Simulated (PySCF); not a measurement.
# C₂H₉BN−: electronic excitations and core binding energies

What electronic excitations and core binding energies should C₂H₉BN− (`[BH3-]N(C)C`) show?

The runs use PySCF 2.14.0, with density-fitted response routines of our own; the level of theory stands in each step. All values are computed, except where a source is named. Atoms are numbered from 0 throughout.

### Step 1. The starting structure

13 atoms, charge -1, multiplicity 1; geometry from: GFN2-xTB.

Bonds of the start (Å): B0–N1 1.57, N1–C2 1.43, N1–C3 1.43, B0–H4 1.24, B0–H5 1.22, B0–H6 1.22, C2–H7 1.12, C2–H8 1.11, C2–H9 1.09, C3–H10 1.12, C3–H11 1.11, C3–H12 1.09.

### Step 2. TDDFT and polarisability: wB97X-D/def2-SVPD

The job: settings as JSON, then the geometry in Å.

```
{"job": {"kind": "uv", "xc": "wB97X-D", "basis": "def2-SVPD", "nstates": 8, "ntriplets": 3}, "charge": -1, "multiplicity": 1}
B     -0.466439     1.365930     0.385325
N     -0.130634    -0.157922     0.506937
C      1.270587    -0.428977     0.423519
C     -0.848123    -0.963988    -0.430769
H     -0.127417     1.799127    -0.725507
H      0.136378     1.968928     1.259064
H     -1.669391     1.512940     0.530146
H      1.715935    -0.204663    -0.574085
H      1.482168    -1.494965     0.635319
H      1.793565     0.181095     1.159978
H     -0.565660    -0.780510    -1.493973
H     -0.681798    -2.041436    -0.237499
H     -1.913559    -0.755074    -0.334775
```

With the program's defaults for keys left out, this is: TDDFT wB97X-D/def2-SVPD, vertical, gas phase, core orbitals frozen in the response.

What it wrote:

```text
coarse grid: 9904 points
cycle   1  E = -160.9942551885  dE =  1.871e-01  |g| = 4.418e-01  |ddm| = 4.102e+00
cycle   2  E = -161.0147106945  dE = -2.046e-02  |g| = 4.515e-01  |ddm| = 1.777e+00
cycle   3  E = -161.0633028168  dE = -4.859e-02  |g| = 5.758e-02  |ddm| = 8.451e-01
cycle   4  E = -161.0640799340  dE = -7.771e-04  |g| = 1.994e-02  |ddm| = 2.204e-01
cycle   5  E = -161.0641983259  dE = -1.184e-04  |g| = 2.923e-03  |ddm| = 8.691e-02
cycle   6  E = -161.0642035232  dE = -5.197e-06  |g| = 9.690e-04  |ddm| = 4.376e-02
final grid: 92968 points
cycle   7  E = -161.0870193749  dE = -1.021e-04  |g| = 4.573e-03  |ddm| = 1.095e-01
cycle   8  E = -161.0870219017  dE = -2.527e-06  |g| = 4.059e-03  |ddm| = 1.631e-02
cycle   9  E = -161.0870254415  dE = -3.540e-06  |g| = 6.995e-04  |ddm| = 9.533e-03
cycle  10  E = -161.0870255814  dE = -1.400e-07  |g| = 2.608e-04  |ddm| = 3.653e-03
cycle  11  E = -161.0870256057  dE = -2.422e-08  |g| = 5.216e-05  |ddm| = 1.655e-03
cycle  12  E = -161.0870256071  dE = -1.485e-09  |g| = 1.705e-05  |ddm| = 7.692e-04
cycle  13  E = -161.0870256073  dE = -2.034e-10  |g| = 5.579e-06  |ddm| = 3.524e-04
converged SCF energy = -161.0870256073

Static polarisability (au): isotropic 69.061, principal 64.967 70.377 71.840

Singlet excitations
state   eV       nm        f      main configurations
  1   4.4162    280.7   0.02761   H->L 0.87, H->L+1 0.10
  2   5.2174    237.6   0.00338   H->L+1 0.84, H->L 0.10
  3   5.3451    232.0   0.00699   H->L+2 0.98
  4   6.3039    196.7   0.09211   H-1->L 0.84, H-1->L+1 0.13
  5   6.4239    193.0   0.16938   H->L+3 0.74, H->L+5 0.18
  6   6.5285    189.9   0.00482   H->L+5 0.60, H->L+3 0.20, H->L+4 0.10
  7   6.7070    184.9   0.06741   H->L+4 0.59, H-2->L 0.18, H->L+5 0.15
  8   6.8531    180.9   0.02715   H-2->L 0.67, H->L+4 0.23

Triplet excitations (Tamm-Dancoff, eV): 4.3840 5.2119 5.3511
```

Run time: 16 s. Hardware: 1 thread, shared host.

The orbitals next to the gap, with their largest atomic shares:

```csv
orbital,eV,atoms
HOMO−3,-5.72,"N1 33 %, B0 24 %, H4 11 %"
HOMO−2,-4.62,"B0 34 %, H4 15 %, N1 14 %"
HOMO−1,-4.31,"B0 40 %, H5 23 %, H6 22 %"
HOMO,-2.33,"N1 51 %, B0 11 %, H4 9 %"
LUMO,5.94,"B0 51 %, C3 8 %, C2 8 %"
LUMO+1,6.55,"B0 29 %, C2 13 %, C3 13 %"
LUMO+2,6.82,"C3 20 %, C2 20 %, H12 10 %"
```

With each of the 8 states as a Gaussian band of 0.4 eV half-width at 1/e, the curve within the window shown has maxima at 280 nm (ε 1,100), 233 nm (ε 430), 192 nm (ε 12,000) L/(mol cm). Beyond the last state computed it falls off for lack of states. The curve at chosen wavelengths:

```
 nm  ε (L/mol/cm)
173          1719
179          5136
185          9697
191         12427
197         10946
203          6756
209          3059
215          1142
221           516
227           421
233           429
239           405
245           371
252           403
258           536
264           742
270           952
276          1091
282          1117
288          1029
294           863
300           666
306           478
312           322
318           204
324           124
```

Further results of this job:

```csv
property,computed
polarisability (Å³),10.23
HOMO–LUMO gap (eV),8.27
−ε(HOMO) (eV),2.33
```

### Step 3. Core holes by ΔSCF: SCAN, X2C

The job, as its differences from that of step 2:

```diff
@@ -1,2 +1,2 @@
-{"job": {"kind": "uv", "xc": "wB97X-D", "basis": "def2-SVPD", "nstates": 8, "ntriplets": 3}, "charge": -1, "multiplicity": 1}
+{"job": {"kind": "xps"}, "charge": -1, "multiplicity": 1}
 B     -0.466439     1.365930     0.385325
```

With the program's defaults for keys left out, this is: delta-SCF UKS SCAN, pcX-2 on the ionised atom, pcseg-1 elsewhere, spin-free X2C.

What it wrote:

```text
ground state, core basis on atom 0 (B), 132 functions
  cycle   1  E = -161.05827873  |g| = 6.38e-01
  cycle   2  E = -160.82411769  |g| = 1.12e+00
  cycle   3  E = -161.19104367  |g| = 2.03e-01
  cycle   4  E = -161.20003346  |g| = 4.22e-02
  cycle   5  E = -161.20034255  |g| = 1.08e-02
  cycle   6  E = -161.20036331  |g| = 3.72e-03
  cycle   7  E = -161.20036664  |g| = 1.49e-03
  cycle   8  E = -161.20036859  |g| = 1.81e-04
  E(ground) = -161.20907655 Eh
hole in B 1s of atom 0
  cycle   1  E = -153.87728887  |g| = 1.18e+00
  cycle   2  E = -153.37603572  |g| = 1.43e+00
  cycle   3  E = -154.27047820  |g| = 2.38e-01
  cycle   4  E = -154.29403913  |g| = 1.10e-01
  cycle   5  E = -154.29919838  |g| = 3.39e-02
  cycle   6  E = -154.29967391  |g| = 1.07e-02
  cycle   7  E = -154.29971799  |g| = 6.10e-03
  cycle   8  E = -154.29973863  |g| = 1.40e-03
  cycle   9  E = -154.29974116  |g| = 6.85e-04
  cycle  10  E = -154.29974219  |g| = 1.65e-04
  E(ion) = -154.30908873 Eh   <S^2> = 0.7716   hole on atom = 1.000   binding energy = 187.758 eV
ground state, core basis on atom 1 (N), 132 functions
  cycle   1  E = -161.22112224  |g| = 7.42e-02
  cycle   2  E = -161.22102801  |g| = 2.94e-02
  cycle   3  E = -161.22088004  |g| = 3.94e-02
  cycle   4  E = -161.22119601  |g| = 2.65e-03
  cycle   5  E = -161.22119882  |g| = 5.83e-04
  cycle   6  E = -161.22119830  |g| = 4.63e-05
  E(ground) = -161.22716510 Eh
hole in N 1s of atom 1
  cycle   1  E = -145.86689161  |g| = 1.87e+00
  cycle   2  E = -145.01078342  |g| = 2.22e+00
  cycle   3  E = -146.52099029  |g| = 4.23e-01
  cycle   4  E = -146.58013138  |g| = 9.51e-02
  cycle   5  E = -146.58341822  |g| = 2.99e-02
  cycle   6  E = -146.58386383  |g| = 6.71e-03
  cycle   7  E = -146.58388889  |g| = 1.78e-03
  cycle   8  E = -146.58389124  |g| = 8.81e-04
  cycle   9  E = -146.58389127  |g| = 2.68e-04
  E(ion) = -146.58894673 Eh   <S^2> = 0.7653   hole on atom = 1.000   binding energy = 398.326 eV
ground state, core basis on atom 2 (C), 132 functions
  cycle   1  E = -161.20875839  |g| = 5.75e-02
  cycle   2  E = -161.20868317  |g| = 2.48e-02
  cycle   3  E = -161.20862677  |g| = 2.95e-02
  cycle   4  E = -161.20881514  |g| = 2.97e-03
  cycle   5  E = -161.20881736  |g| = 3.18e-04
  E(ground) = -161.21570694 Eh
hole in C 1s of atom 2
  cycle   1  E = -150.13006979  |g| = 1.51e+00
  cycle   2  E = -149.19031763  |g| = 1.98e+00
  cycle   3  E = -150.63208853  |g| = 3.54e-01
  cycle   4  E = -150.67865145  |g| = 1.37e-01
  cycle   5  E = -150.68735117  |g| = 6.34e-02
  cycle   6  E = -150.68926982  |g| = 2.28e-02
  cycle   7  E = -150.68949132  |g| = 6.74e-03
  cycle   8  E = -150.68952038  |g| = 2.32e-03
  cycle   9  E = -150.68952593  |g| = 1.35e-03
  cycle  10  E = -150.68952700  |g| = 5.80e-04
  cycle  11  E = -150.68952743  |g| = 1.40e-04
  E(ion) = -150.69564937 Eh   <S^2> = 0.7709   hole on atom = 1.000   binding energy = 286.265 eV
```

It took 24 s on 1 thread, shared host.

The holes in one table. −ε is the ground-state orbital energy:

```
     hole  stands for                environment  ΔSCF (eV)  −ε (eV)   ⟨S²⟩
B1s on B0          B0     boron bonded to N, 3 H     187.76    172.3  0.772
N1s on N1          N1  nitrogen bonded to 2 C, B     398.33    379.7  0.765
C1s on C2      C2, C3  methyl carbon bonded to N     286.27    269.1  0.771
```

Each hole run stands for the others of its class of like atoms.

### Step 4. What came out

```
                                quantity                        value
      lowest singlet (wB97X-D/def2-SVPD)  4.42 eV (281 nm), f = 0.028
brightest single state of those computed  state 5, 6.42 eV, f = 0.169
                          lowest triplet                      4.38 eV
        B1s binding energies, SCAN/pcX-2                 B0 187.76 eV
        N1s binding energies, SCAN/pcX-2                 N1 398.33 eV
        C1s binding energies, SCAN/pcX-2                 C2 286.27 eV
```

In words: The first singlet state (HOMO→LUMO 0.87, HOMO→LUMO+1 0.10) lies at 4.42 eV and is weak; of the 8 states computed, the strongest absorption comes from state 5 at 6.42 eV. The lowest triplet lies 0.03 eV below the lowest singlet (triplets in Tamm-Dancoff, singlets in full TDDFT). The lowest singlet lies above −ε(HOMO); no detachment energy was computed, so the anion's states may not be bound.
